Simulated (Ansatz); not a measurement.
# CH3Cl3OTi: the cost of one run

Method: the settings change from run to run; program: Ansatz 0.2.0, Gaussian basis.

## Step 1: The molecule

An earlier PBE0-D4 in a triple-zeta def2 set relaxation fixed the geometry.

9 atoms, charge 0, spin multiplicity 1.

Atoms are counted from 1 here; the program's logs count them from 0.

Bond lengths: C1–O2 1.395 Å, C1–H7 1.093 Å, C1–H8 1.093 Å, C1–H9 1.093 Å, O2–Ti3 1.719 Å, Ti3–Cl4 2.187 Å, Ti3–Cl5 2.187 Å, Ti3–Cl6 2.187 Å. Angles: O2–C1–H7 109.4°, O2–C1–H8 109.4°, O2–C1–H9 109.4°, H7–C1–H8 109.5°, H7–C1–H9 109.5°, H8–C1–H9 109.5°, C1–O2–Ti3 179.9°, O2–Ti3–Cl4 108.6°, O2–Ti3–Cl5 108.6°, O2–Ti3–Cl6 108.6°, Cl4–Ti3–Cl5 110.3°, Cl4–Ti3–Cl6 110.3°, Cl5–Ti3–Cl6 110.3°.

Coordinates:

```mol
CH3Cl3OTi
  3D, bonds by distance, orders not assigned

  9  8  0  0  0  0  0  0  0  0999 V2000
    0.2759   -1.3946    0.8475 C   0  0
    0.0513   -0.2207    0.1289 O   0  0
   -0.2260    1.2268   -0.7552 Ti  0  0
   -1.8940    0.8956   -2.1308 Cl  0  0
    1.5900    1.7231   -1.8687 Cl  0  0
   -0.7119    2.8249    0.6571 Cl  0  0
    1.2968   -1.7403    0.6690 H   0  0
   -0.4313   -2.1611    0.5216 H   0  0
    0.1376   -1.2001    1.9137 H   0  0
  1  2  8  0
  2  3  8  0
  3  4  8  0
  3  5  8  0
  3  6  8  0
  1  7  8  0
  1  8  8  0
  1  9  8  0
M  END
```

## Step 2: B97M-V/cc-pVTZ-DK

Options: coordinates scaled by 0.92.

in.yaml

```yaml
crystal:
  periodic: [false, false, false]
  atoms:
    - {symbol: C, position_ang: [0.253796, -1.283026, 0.779680]}
    - {symbol: O, position_ang: [0.047204, -0.203057, 0.118562]}
    - {symbol: Ti, position_ang: [-0.207906, 1.128628, -0.694788]}
    - {symbol: Cl, position_ang: [-1.742442, 0.823934, -1.960372]}
    - {symbol: Cl, position_ang: [1.462844, 1.585273, -1.719189]}
    - {symbol: Cl, position_ang: [-0.654957, 2.598913, 0.604524]}
    - {symbol: H, position_ang: [1.193097, -1.601084, 0.615440]}
    - {symbol: H, position_ang: [-0.396768, -1.988211, 0.479833]}
    - {symbol: H, position_ang: [0.126554, -1.104059, 1.760578]}
basis:
  gaussian: {orbitals: cc-pVTZ-DK}
hamiltonian: {xc: {name: B97M-V}}
output: {forces: true}
```

Run with:

```console
> ansatz run in.yaml --threads 8 --pin off --events-out ev --progress --plain --max-ram 18278MiB
```

**Question.** How long does this run take on 8 threads of Arm Neoverse V2, shared host, and how much memory does it need?

About 10 s, with a peak of 0.74 GiB.
